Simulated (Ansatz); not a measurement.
# GaP: the cost of one run

Program: Ansatz 0.2.0 through its Python package. The levels of theory stand in the script. These are calculated values, not measurements.

## 1. The structure

Symmetry: F-43m, No. 216, cubic system. The conventional cell has a = 5.451 Å, b = 5.451 Å, c = 5.451 Å, α = 90.00°, β = 90.00°, γ = 90.00°. Around Ga (site symmetry -43m) lie 4 P at 2.36 Å. P (site symmetry -43m) is surrounded by 4 Ga at 2.36 Å.

The script holds or builds the structure itself.

## 2. Script

run_paw_lapw.py

```python
"""Checking the PAW result for GaP with LAPW."""

import ansatz as az
import numpy as np


def count_gap(report):
    # lowest empty less highest filled band, counting bands; zero where they overlap
    return max(report.get("gap_by_band_count_ev") or 0.0, 0.0)

cell = (
    az.Lattice.of((0.0, 2.72525, 2.72525), (2.72525, 0.0, 2.72525), (2.72525, 2.72525, 0.0))
    .atom("Ga", (0.0, 0.0, 0.0))
    .atom("P", (0.25, 0.25, 0.25))
)

calc = (
    cell.calculation()
    .functional(az.Functional.LDA)
    .kpoints(8, 8, 8)
    .occupations("fixed")
    .stress()
    .forces()
    .band_table()
)
variants = {
    "PAW": calc.pseudopotentials("paw"),
    "LAPW": calc.pseudopotentials("all_electron", lapw=True),
}
# totals differ by the cores that each treatment holds, so compare what does not depend on them
rows = []
for label, variant in variants.items():
    report = variant.run(threads=1).report
    levels = np.array(report["eigenvalues_ev"][0]) - report["fermi_energy_ev"]
    print(label, "levels at the first k-point near E_F:", np.round(levels[np.abs(levels) < 5], 3))
    rows.append((label, report["n_electrons"], np.trace(report["stress_gpa"]) / 3, count_gap(report)))
lines = [",".join(["treatment", "electrons in bands", "P GPa", "gap by band count eV"])] + [",".join(f"{v:.4f}" if isinstance(v, float) else str(v) for v in row) for row in rows]
print("\n".join(lines))
with open("paw_lapw.csv", "w") as handle:
    handle.write("\n".join(lines) + "\n")
```

## 3. The input behind the calls

The engine receives this input (first run):

```yaml
crystal:
  lattice:
    - [0.0, 2.72525, 2.72525]
    - [2.72525, 0.0, 2.72525]
    - [2.72525, 2.72525, 0.0]
  atoms:
    - { symbol: Ga, position: [0.0, 0.0, 0.0] }
    - { symbol: P, position: [0.25, 0.25, 0.25] }
kpoints:
  mp_grid:
    grid: [8, 8, 8]
hamiltonian:
  xc: lda
  pseudopotentials:
    kind: paw
scf:
  occupations:
    method: fixed
output:
  forces: true
  stress: true
  eigenvalues: true
```

## 4. Launch

Run with:

```console
$ python run_paw_lapw.py
```

What time and memory should one allow on 1 thread of Arm Neoverse V1, shared host?

About 15 s, with a peak of 0.43 GiB.
